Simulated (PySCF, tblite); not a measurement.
**C7H11 radical: infrared bands and EPR parameters**

What infrared bands and EPR parameters should C7H11 radical (`[CH2]CC(=C)CC=C`) show?

Computed with tblite 0.8.0 and PySCF 2.14.0, with density-fitted response routines of our own, on a single molecule in the gas phase. Atoms count from 0, in the outputs and in this text.

### Step 1. The starting structure

18 atoms, charge 0, multiplicity 2; geometry from: GFN2-xTB.

Bonds of the start (Å): C0–C1 1.53, C1–C2 1.50, C2–C3 1.32, C2–C4 1.50, C4–C5 1.55, C5–C6 1.47, C0–H7 1.09, C0–H8 1.09, C1–H9 1.09, C1–H10 1.09, C3–H11 1.08, C3–H12 1.08, C4–H13 1.09, C4–H14 1.09, C5–H15 1.09, C6–H16 1.07, C6–H17 1.07.

### Step 2. Harmonic vibrations with GFN2-xTB

What the job is given:

```
{"job": {"kind": "ir", "xc": "GFN2-xTB", "basis": "xTB"}, "charge": 0, "multiplicity": 2}
C     -0.149029     1.306577     0.126302
C     -1.336735     0.537500    -0.456607
C     -0.912298    -0.899634    -0.407668
C     -1.685887    -1.942389    -0.172837
C      0.566427    -0.925865    -0.644418
C      1.112411     0.390332    -0.032494
C      2.149008     1.011805    -0.864943
H     -0.311243     1.508893     1.184525
H      0.001219     2.261201    -0.377056
H     -2.260416     0.721358     0.090853
H     -1.499636     0.823245    -1.499471
H     -2.744977    -1.836029    -0.008867
H     -1.295328    -2.945807    -0.146910
H      1.048351    -1.802014    -0.214197
H      0.755639    -0.934000    -1.721298
H      1.518442     0.182356     0.960227
H      1.949831     1.214241    -1.900836
H      3.085462     1.334548    -0.455481
```

**Question.** This job is followed by: UKS B3LYP, pcH-1 on C H, non-relativistic, mean-field spin-orbit, GIAO. Predict these results of the whole session: strongest single infrared mode (GFN2-xTB); zero-point energy (GFN2-xTB); g(iso) (B3LYP); ⟨S²⟩; largest a(iso).

The runs gave:

```
                                 quantity                 value
strongest single infrared mode (GFN2-xTB)  2992 cm⁻¹, 58 km/mol
             zero-point energy (GFN2-xTB)         97.4 kcal/mol
                           g(iso) (B3LYP)               2.00252
                                     ⟨S²⟩    0.754 (exact 0.75)
                           largest a(iso)   13C on C6, 89.3 MHz
```

**Reading.** The lowest mode is imaginary (69i cm⁻¹), so the xTB geometry is not a minimum. The strongest single mode, at 2992 cm⁻¹, moves mainly H7 and H8. Unscaled tight-binding wavenumbers are off by several per cent, some by more. Its intensities can rank the bands wrongly. The structure rearranged or came apart on optimisation; the results belong to the end geometry, not to the formula as drawn. Most of the unpaired spin sits on C6 (1.08 e). The isotropic g lies 0.2 ppt above the free-electron value.
